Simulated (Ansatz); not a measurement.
# SnH2+ (doublet): from Hartree-Fock to the top rungs, def2-TZVPP

One table from this session's results is given with a row withheld; the runs are named, their logs left out.

Program: Ansatz 0.2.0, Gaussian basis. Level of theory: def2-TZVPP, core rule «outside noble gas», up to 9 orbitals frozen. These are calculated values, not measurements.

To be run: UHF; CCSD(T) on ROHF; CCSD(T) on UHF; BCCD(T) on ROHF; CCSDT(Q) on ROHF; CCSDT(Q) on UHF; CASSCF and MRCISD+Q, 5 electrons in 6 orbitals; CASSCF and NEVPT2, 5 electrons in 6 orbitals.

23 further runs of the same task are left out: 7 that didn't finish, 16 set aside as unsound or not needed. Runs told in other sessions of the task aren't counted.

### What is computed

The geometry is a PBE0/def2-TZVP stationary point (not a proven minimum) of the parent state, kept for this charge and spin. No spin-orbit coupling is included. Elements past krypton take def2 core potentials.

3 atoms, charge 1, spin multiplicity 2.

Atoms are counted from 1 here; the program's logs count them from 0.

Bond lengths: Sn1–H2 1.715 Å, Sn1–H3 1.715 Å. Angles: H2–Sn1–H3 119.7°.

Set-up of the first run:

Contents of in.yaml:

```yaml
crystal:
  periodic: [false, false, false]
  atoms:
    - {symbol: Sn, position_ang: [0.000000, -0.014391, 0.000000]}
    - {symbol: H, position_ang: [0.000000, 0.847453, -1.482753]}
    - {symbol: H, position_ang: [0.000000, 0.847453, 1.482753]}
basis:
  gaussian: {orbitals: def2-TZVPP}
total_charge: 1
magnetization: {spin_polarized: true, initial_magnetization: 1}
hamiltonian: {xc: hf}
output: {orbitals: {seedname: orbitals}}
```

Run with:

```bash
$ ansatz run in.yaml --threads 1 --pin off --events-out ev --progress --plain --max-ram 2393MiB
```

Among the steps run: UHF; CCSD(T) on ROHF; CCSD(T) on UHF; BCCD(T) on ROHF; CCSDT(Q) on ROHF; CCSDT(Q) on UHF; CASSCF and MRCISD+Q, 5 electrons in 6 orbitals; CASSCF and NEVPT2, 5 electrons in 6 orbitals.

One table of the session follows, with a row left open; its other results are not shown here.

| method | from UCCSDT(Q) (kJ/mol) |
| --- | --- |
| ROHF | +239.7 |
| UHF | +232.2 |
| RMP2 | +57.6 |
| UMP2 | +56.0 |
| RCCSD | +7.2 |
| UCCSD | +5.9 |
| RCCSD(T) | +2.6 |
| UCCSD(T) | +1.5 |
| BCCD(T) | +2.5 |
| RCCSDT | +1.2 |
| UCCSDT | +0.1 |
| RCCSDT(Q) | +1.1 |
| UCCSDT(Q) | 0 |
| CASSCF valence | +133.6 |
| NEVPT2 valence | +37.4 |
| MRCISD valence | ? |
| MRCISD+Q valence | +0.1 |

Estimate the missing values for MRCISD valence.

As computed: from UCCSDT(Q) (kJ/mol): +3.9. In the column «from UCCSDT(Q) (kJ/mol)» it lies between RCCSD(T) (+2.6) and UCCSD (+5.9).

To keep in mind: Restricted and unrestricted rows rest on different reference determinants; a gap between their highest levels can come from leftover correlation error, from unlike frozen cores or from another state.
